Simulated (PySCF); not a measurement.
# A diatomic session: RbGa

One table from this session's results is given with a row withheld; the runs are named, their logs left out.

Program: PySCF 2.14.0. Level of theory: Rb def2-SVP with ECP28, Ga def2-SVP, scalar-relativistic core potentials. These are calculated values, not measurements.

Set-up of the first run:

Settings of the job:

- atoms: Rb, Ga
- charge: 0
- basis: Rb def2-SVP with ECP28, Ga def2-SVP
- Hamiltonian: scalar-relativistic core potentials
- basis functions: 56
- electrons treated: 40
- masses in u: 84.9118, 68.9256
- levels: PBE0, PBE, r²SCAN, LDA, r²SCAN0, PBEsol, LC-ωPBE, HF, MP2, SCS-MP2
- grid: 80 radial by 434 angular points
- occupations: held fixed by the projection of orbital angular momentum
- dissociation limit: Rb + Ga, each in its ground configuration
- starting distance in angstrom: 3.265
- values of 2S to try: 0, 2

Launch:

```console
OMP_NUM_THREADS=1 python dia.py task.json out
```

Steps of the session up to this table: Set-up; The PBE0 curve of the state that the search chose; Excited determinants; PBE (GGA); r²SCAN; LDA (local density); r²SCAN0 (hybrid meta-GGA); PBEsol; LC-ωPBE (range-separated hybrid); UHF (mean field).

One table of the session follows, with a row left open; its other results are not shown here.

Energy (eV) from each level's lowest point:

| R (Å) | UHF | UHF-MP2 | UHF-SCS-MP2 | LDA | PBE |
| --- | --- | --- | --- | --- | --- |
| 3.043 | 0.348 | 0.221 | 0.239 | 0.125 | 0.199 |
| 3.184 | 0.182 | 0.099 | 0.110 | 0.043 | 0.088 |
| 3.326 | 0.081 | 0.032 | 0.038 | 0.006 | 0.027 |
| 3.432 | 0.036 | 0.008 | 0.011 | 0.000 | 0.006 |
| 3.538 | 0.011 | 0.000 | 0.000 | 0.007 | 0.000 |
| 3.644 | 0.000 | 0.004 | 0.001 | 0.024 | 0.005 |
| 3.786 | 0.001 | 0.021 | 0.013 | 0.056 | 0.025 |
| 3.963 | 0.015 | 0.055 | 0.040 | 0.107 | 0.062 |
| 4.175 | ? | ? | ? | ? | ? |
| 4.458 | 0.061 | 0.167 | 0.124 | 0.263 | 0.193 |

Q: Estimate the row for R (Å) = 4.175 from the others.

Worked estimate for «UHF». A straight line through the neighbours (3.963, 0.015) and (4.458, 0.061) gives 0.015 + (0.061 − 0.015) × (4.175 − 3.963) / (4.458 − 3.963) = 0.035; a parabola fitted to 3 rows on both sides gives 0.033.

As computed: UHF: 0.036; UHF-MP2: 0.105; UHF-SCS-MP2: 0.077; LDA: 0.173; PBE: 0.116. In «UHF» the line misses by -0.001 and the parabola by -0.003.
